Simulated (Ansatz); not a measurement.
Molecular dynamics of Li

The input (input.yaml):

```yaml
crystal:
  lattice:
    - [7.205315, 0.0, 0.0]
    - [0.0, 7.205315, 0.0]
    - [0.0, 0.0, 7.205315]
  atoms:
    - { symbol: Li, position: [0.19042871, -0.06555465, 0.07461028] }
    - { symbol: Li, position: [0.57371704, 0.02346431, 0.04271603] }
    - { symbol: Li, position: [0.1265892, 0.52827271, -0.1349801] }
    - { symbol: Li, position: [0.14371717, -0.09909249, 0.48780866] }
    - { symbol: Li, position: [0.34027939, 0.40598954, 0.19387227] }
    - { symbol: Li, position: [0.58403446, 0.48438944, -0.06180664] }
    - { symbol: Li, position: [0.56576285, 0.09171873, 0.48242314] }
    - { symbol: Li, position: [0.91880564, 0.27975567, 0.18628061] }
    - { symbol: Li, position: [0.1309953, 0.54836072, 0.48226603] }
    - { symbol: Li, position: [0.50965313, 0.68572818, 0.28638692] }
    - { symbol: Li, position: [0.28637113, 0.1804242, 0.744828] }
    - { symbol: Li, position: [0.52840341, 0.48011197, 0.56437528] }
    - { symbol: Li, position: [0.90279332, 0.6448354, 0.2098874] }
    - { symbol: Li, position: [0.88640067, 0.2832168, 0.62731018] }
    - { symbol: Li, position: [0.41888213, 0.80201646, 0.79971395] }
    - { symbol: Li, position: [0.79714298, 0.70580062, 0.67851344] }
basis:
  ecutwfc: 420.0
kpoints:
  mp_grid: { grid: [3, 3, 3] }
hamiltonian:
  xc: lda
scf:
  occupations: { method: fermi_dirac, width: 0.1 }
  lower_state_search: "off"
md:
  timestep: 1
  n_steps: 380
  ensemble: nvt_langevin
  temperature: 720.0
  initial_velocities: maxwell_boltzmann
  seed: 557734
  friction: 0.02
  temperature_schedule:
    - { n_steps: 285, end_temperature: 300.0 }
    - { n_steps: 95, end_temperature: 300.0 }
```

Launched with:

```bash
$ ansatz run input.yaml --threads 2 --pin off --max-ram 5120MiB --backend cpu --events-out ev --progress --plain --runs-dir out
```

It goes on from the last frame of an earlier run, with new velocities.

Output, in part (step lines):

```
md step     0: t =     0.00 fs  T =   675.0 K (target 720.0 K)  F+E_penalty+E_count = -3223.83013174 eV  E_kin = 1.396008 eV  (7 SCF iters)
md step     1: t =     1.00 fs  T =   654.2 K (target 719.3 K)  F+E_penalty+E_count = -3223.79964871 eV  E_kin = 1.352890 eV  (6 SCF iters)
md step     2: t =     2.00 fs  T =   586.9 K (target 717.8 K)  F+E_penalty+E_count = -3223.76911974 eV  E_kin = 1.213900 eV  (6 SCF iters)
md step     3: t =     3.00 fs  T =   606.8 K (target 716.3 K)  F+E_penalty+E_count = -3223.73856851 eV  E_kin = 1.254874 eV  (6 SCF iters)
md step     4: t =     4.00 fs  T =   603.8 K (target 714.8 K)  F+E_penalty+E_count = -3223.70734265 eV  E_kin = 1.248790 eV  (6 SCF iters)
md step     5: t =     5.00 fs  T =   626.9 K (target 713.4 K)  F+E_penalty+E_count = -3223.67590449 eV  E_kin = 1.296519 eV  (5 SCF iters)
md step     6: t =     6.00 fs  T =   631.7 K (target 711.9 K)  F+E_penalty+E_count = -3223.64539065 eV  E_kin = 1.306444 eV  (5 SCF iters)
md step     7: t =     7.00 fs  T =   611.8 K (target 710.4 K)  F+E_penalty+E_count = -3223.61840286 eV  E_kin = 1.265201 eV  (5 SCF iters)
[... lines left out ...]
md step   379: t =   379.00 fs  T =   341.2 K (target 300.0 K)  F+E_penalty+E_count = -3225.48745915 eV  E_kin = 0.705557 eV  (5 SCF iters)
md step   380: t =   380.00 fs  T =   341.1 K (target 300.0 K)  F+E_penalty+E_count = -3225.48705128 eV  E_kin = 0.705347 eV  (5 SCF iters)
```

The steps, from the saved trajectory:

| time (fs) | T (K) | potential energy less start (eV) |
| --- | --- | --- |
| 0.0 | 675 | 0.000 |
| 12.0 | 469 | 0.269 |
| 24.0 | 617 | 0.098 |
| 36.0 | 712 | -0.075 |
| 48.0 | 734 | -0.148 |
| 60.0 | 839 | -0.241 |
| 72.0 | 756 | -0.181 |
| 84.0 | 712 | -0.189 |
| 96.0 | 649 | -0.244 |
| 108.0 | 688 | -0.384 |
| 120.0 | 680 | -0.272 |
| 132.0 | 510 | -0.313 |
| 144.0 | 533 | -0.585 |
| 156.0 | 757 | -0.996 |
| 168.0 | 693 | -1.132 |
| 180.0 | 639 | -1.042 |
| 192.0 | 532 | -0.974 |
| 204.0 | 390 | -0.961 |
| 216.0 | 388 | -0.991 |
| 228.0 | 434 | -1.120 |
| 240.0 | 539 | -1.294 |
| 252.0 | 486 | -1.311 |
| 264.0 | 388 | -1.242 |
| 276.0 | 257 | -1.172 |
| 288.0 | 318 | -1.229 |
| 300.0 | 322 | -1.351 |
| 312.0 | 266 | -1.428 |
| 324.0 | 260 | -1.504 |
| 336.0 | 297 | -1.539 |
| 348.0 | 277 | -1.570 |
| 360.0 | 253 | -1.600 |
| 372.0 | 306 | -1.639 |

The run went to its last step. The schedule's set-point averaged 335 K over the second half and the system 352 K. A run of 0.38 ps of so small a system gives no equilibrium averages. Limits of this set-up: coarse k mesh.

Mean squared displacements from the first frame to the last, about the centre of mass: Li 0.69 Å².

Last frame:

```xyz
16
Lattice="7.2053 0.0000 0.0000 0.0000 7.2053 0.0000 0.0000 0.0000 7.2053" Properties=species:S:1:pos:R:3
Li 0.583 0.166 0.392
Li 4.054 0.418 0.319
Li 0.741 3.693 0.412
Li 0.116 0.150 3.479
Li 2.345 2.010 2.028
Li 3.644 3.592 -0.155
Li 4.199 -0.088 3.908
Li 5.548 2.042 2.024
Li 0.398 4.006 3.556
Li 2.366 5.591 1.918
Li 2.051 1.778 5.488
Li 4.006 3.762 3.708
Li 5.937 5.395 1.657
Li 5.854 2.005 5.644
Li 2.128 5.850 5.343
Li 5.842 5.390 5.870
```

The run took 34 min on 2 threads of Arm Neoverse V1 (shared host), peak memory 0.74 GiB.
